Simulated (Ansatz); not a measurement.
# Co (P6_3/mmc): equation of state

The task here is to estimate one member of a computed series from the others.

Computed with Ansatz 0.2.0 (DFT LDA, scalar-relativistic, plane waves, PAW, unless a step's input says otherwise).

## The system as given

Symmetry: P6_3/mmc, No. 194, hexagonal system. The conventional cell has a = 2.429 Å, b = 2.429 Å, c = 3.918 Å, α = 90.00°, β = 90.00°, γ = 120.00°. Around Co (site symmetry -6m2) lie 12 Co at 2.41 to 2.43 Å.

Coordinates:

```
Co
1.0
     2.42947    0.00000    0.00000
    -1.21473    2.10398    0.00000
     0.00000    0.00000    3.91797
Co
2
Cartesian
  0.0000 1.4027 0.9795
  1.2147 0.7013 2.9385
```

An earlier run at LDA left this cell at 10.013 Å³/atom and 0.00 GPa (20×20×12 mesh).

Volume factors to run: 0.980, 1.020, 0.960, 1.040.

Set-up of the first run:

Input file input.yaml:

```yaml
crystal:
  lattice:
    - [2.4131595258, 0.0, 0.0]
    - [-1.2065797629, 2.0898574527, 0.0]
    - [0.0, 0.0, 3.8916785364]
  atoms:
    - { symbol: Co, position: [0.3333333333, 0.6666666667, 0.25], spin: 1.72 }
    - { symbol: Co, position: [0.6666666667, 0.3333333333, 0.75], spin: 1.72 }
basis:
  ecutwfc: 420
  ecutrho_ratio: 4
kpoints:
  mp_grid: { grid: [20, 20, 12] }
hamiltonian:
  xc: lda
scf:
  occupations: { method: gaussian, width: 0.05 }
output:
  forces: true
  stress: true
  eigenvalues: true
  populations: true
magnetization:
  spin_polarized: true
relax:
  f_tol: 0.01
  max_steps: 40
  cell: { stress_tol: 0.1, fix: [volume] }
```

Launch:

```sh
$ ansatz run input.yaml --threads 1 --pin off --max-ram 2560MiB --backend cpu --events-out ev --progress --plain --runs-dir out
```

Steps of the session up to this table: Volume × 0.980; Scaling the volume by 1.020; Volume × 0.960; At 1.040 of the relaxed volume.

One of the session's tables, all rows but one given; the rest of the session is left out.

| volume (Å³/atom) | energy (meV/atom) | pressure (GPa) | moment of atom 1 (μB) |
| --- | --- | --- | --- |
| 9.613 | 14.57 | 12.12 | 1.52 |
| 9.813 | 3.50 | 5.71 | 1.54 |
| 10.013 | 0.00 | 0.00 | 1.56 |
| 10.214 | ? | ? | ? |
| 10.414 | 12.59 | -9.69 | 1.60 |

Q: Estimate the row for volume (Å³/atom) = 10.214 from the others.

Worked estimate for «energy (meV/atom)». A straight line through the neighbours (10.013, 0.00) and (10.414, 12.59) gives 0.00 + (12.59 − 0.00) × (10.214 − 10.013) / (10.414 − 10.013) = 6.31; a parabola fitted to 3 rows on both sides gives 3.04.

**Answer.** energy (meV/atom): 3.26; pressure (GPa): -5.11; moment of atom 1 (μB): 1.58. In «energy (meV/atom)» the line misses by +3.05 and the parabola by -0.22.

volume (Å³/atom), energy (meV/atom) and a bar:
```
     9.61       14.6 ##############################
     9.81        3.5 #######
    10.01        0.0 
    10.21        3.3 #######
    10.41       12.6 ##########################
```

Caveats from the session: Warnings in the runs' records: stability check not made.
